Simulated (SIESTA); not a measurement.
A run of SIESTA 5.4.2 is set up as follows.

The input In2CuO4.fdf:

```
SystemName                      In2CuO4
SystemLabel                     In2CuO4
NumberOfSpecies                 3
NumberOfAtoms                   7
%block ChemicalSpeciesLabel
  1  49 In
  2  29 Cu
  3   8 O
%endblock ChemicalSpeciesLabel

LatticeConstant                 1.0 Ang
%block LatticeVectors
    -1.9785000000     1.9785000000     6.0400000000
     1.9785000000    -1.9785000000     6.0400000000
     1.9785000000     1.9785000000    -6.0400000000
%endblock LatticeVectors
AtomicCoordinatesFormat         Fractional
%block AtomicCoordinatesAndAtomicSpecies
     0.6471000000     0.6471000000     0.0000000000  1  In
     0.3529000000     0.3529000000     0.0000000000  1  In
     0.0000000000     0.0000000000     0.0000000000  2  Cu
     0.2500000000     0.7500000000     0.5000000000  3  O
     0.7500000000     0.2500000000     0.5000000000  3  O
     0.0000000000     0.5000000000     0.5000000000  3  O
     0.5000000000     0.0000000000     0.5000000000  3  O
%endblock AtomicCoordinatesAndAtomicSpecies

%block kgrid.MonkhorstPack
    9   0   0  0.0
    0   9   0  0.0
    0   0   9  0.0
%endblock kgrid.MonkhorstPack
XC.Functional                   GGA
XC.Authors                      PBEsol
PAO.BasisSize                   DZP
PAO.EnergyShift                 0.003 Ry
Mesh.Cutoff                     800 Ry
OccupationFunction              FD
ElectronicTemperature           0.05 eV
MaxSCFIterations                120
SCF.MustConverge                false
SCF.Mixer.Method                Pulay
SCF.Mixer.Weight                0.25
SCF.Mixer.History               8
SCF.DM.Tolerance                5.0e-05
SCF.H.Tolerance                 1.0e-03 eV
WriteForces                     true
Charge.Mulliken                 end
BandLinesScale                  ReciprocalLatticeVectors
%block BandLines
    1    0.000000   0.000000   0.000000  \Gamma
   14   -0.500000   0.500000   0.000000  X
    2   -0.500000   0.500000  -0.053650  Y
    9   -0.276825   0.276825  -0.276825  S
   11    0.000000   0.000000   0.000000  \Gamma
    6    0.500000   0.500000  -0.500000  Z
    9    0.276825   0.723175  -0.723175  S1
    3    0.000000   0.500000  -0.500000  N
   10   -0.250000   0.750000  -0.250000  P
    3    0.053650   0.946350  -0.500000  Y1
   12    0.500000   0.500000  -0.500000  Z
    1   -0.500000   0.500000   0.000000  X
    3   -0.250000   0.750000  -0.250000  P
%endblock BandLines
%block PAO.Basis
  In 4
  n=5 0 2
    6.955 0.000
  n=5 1 2
    9.500 0.000
  n=4 2 2
    4.114 0.000
  n=5 2 1
    9.500
  Cu 5
  n=3 0 2
    2.374 0.000
  n=4 0 2
    7.224 0.000
  n=3 1 2
    2.662 0.000
  n=4 1 1
    7.224
  n=3 2 2
    4.908 0.000
%endblock PAO.Basis
```

Potentials or basis: PseudoDojo 0.4 standard (PBEsol files), DZP (energy shift 0.003 Ry; two zetas on semicore shells).

Launch:

```console
$ siesta In2CuO4.fdf > In2CuO4.out 2>&1
```

Task: Predict the largest force.

Result: 1.360 eV/Å.

Task: Estimate the pressure.

Result: -18.0 GPa.

Task: What does it give for the band gap on the k mesh?

Result: None (metal or under the smearing width).

Stress tensor (GPa, compression positive):
```
-17.94  -0.02  -0.04
 -0.02 -17.94  -0.04
 -0.04  -0.04 -18.05
```

Caveat: short orbitals over semicore shells can move pressures by several GPa; so large a pressure means that the cell lies far from this level's equilibrium, or that cutoff or potentials fall short; spin-orbit coupling is left out, which moves the levels of the heavy elements; the basis of atomic orbitals isn't converged, which shifts pressures, moduli and gaps; an odd number of electrons without spin polarisation forces a metal; a magnetic or distorted state may lie lower; the run has no spin polarisation, though such a crystal can be magnetic; semilocal functionals often make such compounds metallic where correlation or magnetic order opens a gap, which also shifts bond lengths. With open d or f shells a metallic result of PBEsol can be an artefact of self-interaction; +U or a hybrid may open a gap.
